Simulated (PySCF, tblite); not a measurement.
# C₆H₅S−: dynamics, then NMR shifts on frames

How do NMR shifts of C₆H₅S− (`[S-]c1ccccc1`) change as the atoms move?

Computed with tblite 0.8.0 and PySCF 2.14.0, with density-fitted response routines of our own, on a single molecule in the gas phase. Atoms count from 0, in the outputs and in this text.

## 1. The molecule as given

12 atoms, charge -1, multiplicity 1; geometry from: GFN2-xTB.

Bonds of the start (Å): S0–C1 1.70, C1–C2 1.41, C2–C3 1.38, C3–C4 1.39, C4–C5 1.39, C5–C6 1.38, C6–C1 1.41, C2–H7 1.08, C3–H8 1.09, C4–H9 1.08, C5–H10 1.09, C6–H11 1.08.

## 2. Thermal motion with GFN2-xTB

The job: settings as JSON, then the geometry in Å.

```
{"job": {"kind": "md", "xc": "GFN2-xTB", "basis": "xTB", "temperature": 400, "steps": 2000, "every": 50, "frames": 5}, "charge": -1, "multiplicity": 1}
S      2.925973    -0.928955     0.010371
C      1.302207    -0.412196     0.003055
C      0.963842     0.953944     0.037467
C     -0.348754     1.364499     0.031486
C     -1.384342     0.438500    -0.008107
C     -1.070402    -0.914960    -0.042440
C      0.239251    -1.334339    -0.037539
H      1.765692     1.681248     0.069610
H     -0.580211     2.425848     0.058690
H     -2.418090     0.765704    -0.011273
H     -1.870729    -1.649324    -0.073472
H      0.476761    -2.390654    -0.063875
```

Method: GFN2-xTB Langevin dynamics, gas phase.

Started as:

```sh
$ OMP_NUM_THREADS=1 python probes_run.py task.json out
```

The driver reads the jobs from task.json and runs them one after another.

Standard output:

```text
t/fs     T/K      E/eV
    0.0   348.7   -512.87142
   25.0   313.6   -512.55675
   50.0   415.4   -512.52034
   75.0   494.2   -512.60670
  100.0   307.5   -512.37283
  125.0   345.3   -512.28489
  150.0   396.2   -512.41626
  175.0   371.9   -512.47020
  200.0   380.5   -512.56819
  225.0   340.0   -512.40006
  250.0   411.7   -512.29449
  275.0   449.1   -512.38603
  300.0   415.4   -512.28709
  325.0   431.0   -512.17367
  350.0   588.4   -512.23357
  375.0   304.3   -512.29454
  400.0   329.2   -512.27439
  425.0   298.0   -512.54992
  450.0   410.4   -512.48730
  475.0   354.2   -512.20119
  500.0   455.0   -512.25127
  525.0   335.6   -512.35477
  550.0   217.0   -512.26106
  575.0   373.3   -512.57856
  600.0   380.3   -512.38668
  625.0   415.0   -512.37421
  650.0   532.5   -512.34057
  675.0   293.8   -512.20291
  700.0   383.2   -512.52859
  725.0   379.3   -512.40781
  750.0   358.1   -512.46195
  775.0   296.1   -512.41384
  800.0   327.3   -512.50902
  825.0   317.3   -512.50933
  850.0   336.2   -512.46502
  875.0   315.6   -512.27195
  900.0   273.8   -512.34397
  925.0   411.3   -512.54654
  950.0   540.5   -512.49666
  975.0   353.3   -512.19968
 1000.0   413.4   -512.24282
```

It took 8.3 s on 1 thread of INTEL XEON PLATINUM 8581C at 2.30GHz, shared host; peak memory 0.18 GiB.

Distance from the start (root mean square after alignment): 0 fs 0.00 Å, 200 fs 0.12 Å, 400 fs 0.12 Å, 600 fs 0.10 Å, 800 fs 0.08 Å, 1000 fs 0.09 Å.

Positions (Å) and forces (eV/Å) at 1000 fs:

```xyz
12

S     2.307   -0.544    0.337   -0.747   -0.227   -0.315
C     0.569   -0.536    0.497    1.880    0.617    0.831
C     0.091    0.025    1.679   -2.494    0.649   -0.051
C    -1.316    0.101    1.880    1.490   -0.187   -2.156
C    -2.171   -0.333    0.860   -1.034    0.421    1.250
C    -1.623   -0.843   -0.312   -3.359   -0.714    0.467
C    -0.312   -0.962   -0.488    1.421   -0.220    0.505
H     0.773    0.595    2.281    0.091   -0.293    0.517
H    -1.765    0.697    2.608   -0.249    0.530    1.581
H    -3.323   -0.248    1.032    1.996   -0.203   -0.478
H    -2.408   -1.283   -0.943    0.659    0.218   -0.582
H     0.149   -1.427   -1.296    0.346   -0.592   -1.571
```

## 3. Nuclear shieldings: 250 fs, PBE0/pcSseg-1

The job: settings as JSON, then the geometry in Å.

```
{"job": {"kind": "nmr", "xc": "PBE0", "basis": "pcSseg-1", "pop": false}, "charge": -1, "multiplicity": 1}
S      2.433000    -0.709900    -0.043700
C      0.809700    -0.207000     0.010800
C      0.533900     0.765500     0.931300
C     -0.674700     1.318700     1.165300
C     -1.836900     0.721400     0.543400
C     -1.624400    -0.319900    -0.279100
C     -0.308700    -0.816900    -0.524800
H      1.340900     1.243400     1.448000
H     -0.929800     1.890700     2.021100
H     -2.746700     1.194700     0.680100
H     -2.417900    -0.880600    -0.762500
H     -0.186400    -1.672300    -1.191100
```

Level: GIAO PBE0/pcSseg-1 NMR shielding, non-relativistic, gas phase.

Standard output:

```text
coarse grid: 11240 points
cycle   1  E = -629.2664663682  dE =  1.289e+00  |g| = 4.806e-01  |ddm| = 3.619e+00
cycle   2  E = -629.2674065944  dE = -9.402e-04  |g| = 5.209e-01  |ddm| = 2.102e+00
cycle   3  E = -629.3462594157  dE = -7.885e-02  |g| = 1.302e-01  |ddm| = 1.149e+00
cycle   4  E = -629.3503144816  dE = -4.055e-03  |g| = 4.958e-02  |ddm| = 1.922e-01
cycle   5  E = -629.3509833918  dE = -6.689e-04  |g| = 8.585e-03  |ddm| = 6.599e-02
cycle   6  E = -629.3509937260  dE = -1.033e-05  |g| = 5.750e-03  |ddm| = 1.856e-02
cycle   7  E = -629.3510029112  dE = -9.185e-06  |g| = 7.537e-04  |ddm| = 8.974e-03
final grid: 105856 points
cycle   8  E = -629.3951802476  dE = -1.803e-05  |g| = 8.675e-03  |ddm| = 4.015e-02
cycle   9  E = -629.3951507531  dE =  2.949e-05  |g| = 1.319e-02  |ddm| = 3.375e-02
cycle  10  E = -629.3952004587  dE = -4.971e-05  |g| = 9.729e-04  |ddm| = 2.367e-02
cycle  11  E = -629.3952007261  dE = -2.674e-07  |g| = 3.265e-04  |ddm| = 1.893e-03
cycle  12  E = -629.3952007530  dE = -2.690e-08  |g| = 9.575e-05  |ddm| = 6.197e-04
cycle  13  E = -629.3952007557  dE = -2.638e-09  |g| = 2.824e-05  |ddm| = 1.821e-04
cycle  14  E = -629.3952007558  dE = -1.546e-10  |g| = 1.302e-05  |ddm| = 4.578e-05
converged SCF energy = -629.3952007558

GIAO shielding tensors (ppm)
atom      isotropic    diamagn.    paramagn.     s11        s22        s33       span
  0 S      410.862    1057.773    -646.911    312.522    413.817    506.245    193.723
  1 C       15.990     250.294    -234.304    -70.509    -51.623    170.104    240.613
  2 C       45.103     250.337    -205.234    -51.757     51.293    135.774    187.531
  3 C       61.450     254.760    -193.310    -55.669     71.128    168.890    224.558
  4 C       72.368     254.577    -182.210    -35.244     73.833    178.514    213.759
  5 C       57.672     252.831    -195.159    -53.621     60.325    166.313    219.934
  6 C       52.859     249.830    -196.971    -44.271     58.793    144.054    188.325
  7 H       24.443      32.029      -7.586     19.821     22.527     30.982     11.160
  8 H       25.710      31.742      -6.032     23.370     24.574     29.186      5.816
  9 H       26.453      33.025      -6.573     24.912     25.808     28.638      3.726
 10 H       25.242      31.212      -5.971     22.523     25.492     27.710      5.188
 11 H       24.700      31.663      -6.963     21.905     23.910     28.286      6.380
```

It took 18 s on 1 thread of INTEL XEON PLATINUM 8581C at 2.30GHz, shared host; peak memory 0.72 GiB.

The references, computed at this level on geometries of the same kind, shield at (ppm): ¹H TMS 31.72, ¹³C TMS 186.9, ³³S CS2 504. Their shielding less the atom's gives the shift. The references are single molecules in the gas phase. Each atom is listed at this fixed geometry, with no averaging over motion; a spectrum would average atoms that exchange fast.

```tsv
atoms	environment	σ (ppm)	δ (ppm)
C1	aromatic carbon bearing sulfur	16.0	170.9
C2	aromatic CH	45.1	141.8
C6	aromatic CH	52.9	134.1
C5	aromatic CH	57.7	129.3
C3	aromatic CH	61.4	125.5
C4	aromatic CH	72.4	114.6
H7	hydrogen on an aromatic CH	24.44	7.27
H11	hydrogen on an aromatic CH	24.70	7.02
H10	hydrogen on an aromatic CH	25.24	6.48
H8	hydrogen on an aromatic CH	25.71	6.01
H9	hydrogen on an aromatic CH	26.45	5.26
S0	sulfur bonded to C	411	93
```

Ring of atoms C1, C2, C3, C4, C5, C6: NICS(0) -4.7, NICS(1) -8.0, NICS(1)zz -19.0 ppm (means of both faces).

The fields below are evaluated on a grid from the run's orbitals.

Frontier orbitals at PBE0/pcSseg-1, with the share of their density that lies nearest to each atom:

```tsv
orbital	energy (eV)	lies on
HOMO	-0.26	S0 66 %; C4, C6 about 10 % each
LUMO	4.16	C3, C6 about 21 % each; C2 15 %; H8 7 %
```

ELF in a plane through or near 12 of the atoms.

Ten even steps from '0' (0.00) to '9' (1.00):
```
0000000000000000000000000000
0000000000000000000000000000
0000000000000000000000000000
0000000000100002551000000000
0000000018981018998100000000
0000000029994039998100000000
0002566108996556983000000000
0014788603832856340133000000
0015898842652765976999610000
0015751266586214545999710000
0025737278325114845898400000
0026885565696574384121000000
0026899720348493375100000000
0004777500797555999700000000
0000233004999612999930000000
0000000005999400899810000000
0000000001585000032000000000
0000000000000000000000000000
0000000000000000000000000000
0000000000000000000000000000
```
The map spans 11.3 Å across and 9.7 Å up, centred on the molecule. Atoms in the plane (x, y in Å): S0 (-3.1, -0.1), C1 (-1.4, -0.2), C2 (-0.7, 1.1), C3 (0.6, 1.3), C4 (1.5, 0.1), C5 (0.9, -1.1), C6 (-0.5, -1.2), H7 (-1.3, 2.0), H8 (1.1, 2.2), H9 (2.5, 0.3), H10 (1.4, -2.0), H11 (-0.9, -2.2).

On the surface of density 0.002 e/bohr³ the electrostatic potential runs, from the 1st to the 99th percentile, from -5.80 V near S0 to -2.44 V near H9.

## 4. NMR shieldings: 425 fs, PBE0/pcSseg-1

The job: settings as JSON, then the geometry in Å.

```
{"job": {"kind": "nmr", "xc": "PBE0", "basis": "pcSseg-1", "pop": false}, "charge": -1, "multiplicity": 1}
S      2.414700    -0.319300     0.126600
C      0.687100    -0.236500     0.303600
C      0.117600     0.150600     1.506700
C     -1.280300     0.273600     1.731400
C     -2.094900     0.024500     0.664000
C     -1.587000    -0.341400    -0.610600
C     -0.241700    -0.452500    -0.771200
H      0.771200     0.207600     2.404400
H     -1.611700     0.526800     2.684200
H     -3.167600     0.220300     0.660200
H     -2.322200    -0.426000    -1.415600
H      0.133100    -0.704900    -1.808100
```

Method: GIAO PBE0/pcSseg-1 NMR shielding, non-relativistic, gas phase.

Standard output:

```text
coarse grid: 11240 points
cycle   1  E = -629.2850369758  dE =  1.062e+00  |g| = 4.632e-01  |ddm| = 3.561e+00
cycle   2  E = -629.2937066710  dE = -8.670e-03  |g| = 4.780e-01  |ddm| = 1.990e+00
cycle   3  E = -629.3628969017  dE = -6.919e-02  |g| = 9.238e-02  |ddm| = 1.073e+00
cycle   4  E = -629.3644875501  dE = -1.591e-03  |g| = 5.357e-02  |ddm| = 1.651e-01
cycle   5  E = -629.3653256545  dE = -8.381e-04  |g| = 1.015e-02  |ddm| = 7.520e-02
cycle   6  E = -629.3653448282  dE = -1.917e-05  |g| = 5.542e-03  |ddm| = 2.078e-02
cycle   7  E = -629.3653537942  dE = -8.966e-06  |g| = 5.967e-04  |ddm| = 8.820e-03
final grid: 105856 points
cycle   8  E = -629.4095859320  dE = -1.550e-05  |g| = 8.472e-03  |ddm| = 4.301e-02
cycle   9  E = -629.4095565623  dE =  2.937e-05  |g| = 1.306e-02  |ddm| = 2.879e-02
cycle  10  E = -629.4096056021  dE = -4.904e-05  |g| = 7.806e-04  |ddm| = 1.997e-02
cycle  11  E = -629.4096057688  dE = -1.667e-07  |g| = 2.678e-04  |ddm| = 1.522e-03
cycle  12  E = -629.4096057844  dE = -1.556e-08  |g| = 1.041e-04  |ddm| = 3.983e-04
cycle  13  E = -629.4096057876  dE = -3.272e-09  |g| = 2.574e-05  |ddm| = 1.739e-04
cycle  14  E = -629.4096057878  dE = -1.553e-10  |g| = 9.165e-06  |ddm| = 4.110e-05
converged SCF energy = -629.4096057878

GIAO shielding tensors (ppm)
atom      isotropic    diamagn.    paramagn.     s11        s22        s33       span
  0 S      401.748    1057.666    -655.918    265.809    402.728    536.707    270.898
  1 C        6.684     251.864    -245.180    -79.433    -56.775    156.259    235.691
  2 C       45.214     248.854    -203.641    -54.811     55.499    134.953    189.765
  3 C       59.940     253.539    -193.599    -56.206     65.241    170.786    226.992
  4 C       72.363     252.775    -180.412    -25.245     70.770    171.564    196.809
  5 C       55.219     254.586    -199.367    -61.366     68.497    158.526    219.892
  6 C       43.780     249.083    -205.303    -51.713     47.481    135.573    187.286
  7 H       24.046      30.921      -6.875     20.319     22.915     28.904      8.585
  8 H       25.722      32.510      -6.788     23.848     24.662     28.656      4.808
  9 H       25.952      30.513      -4.561     23.237     26.743     27.875      4.637
 10 H       24.980      31.459      -6.479     22.310     24.825     27.807      5.497
 11 H       24.003      30.463      -6.460     20.634     23.460     27.915      7.281
```

Run time: 13 s. Hardware: 1 thread of INTEL XEON PLATINUM 8581C at 2.30GHz, shared host; peak memory 0.74 GiB.

In short: δ C1 180.2, C6 143.1, C2 141.7, C5 131.7, H11 7.71, H7 7.67 ppm.

[end of part 1 of 2]
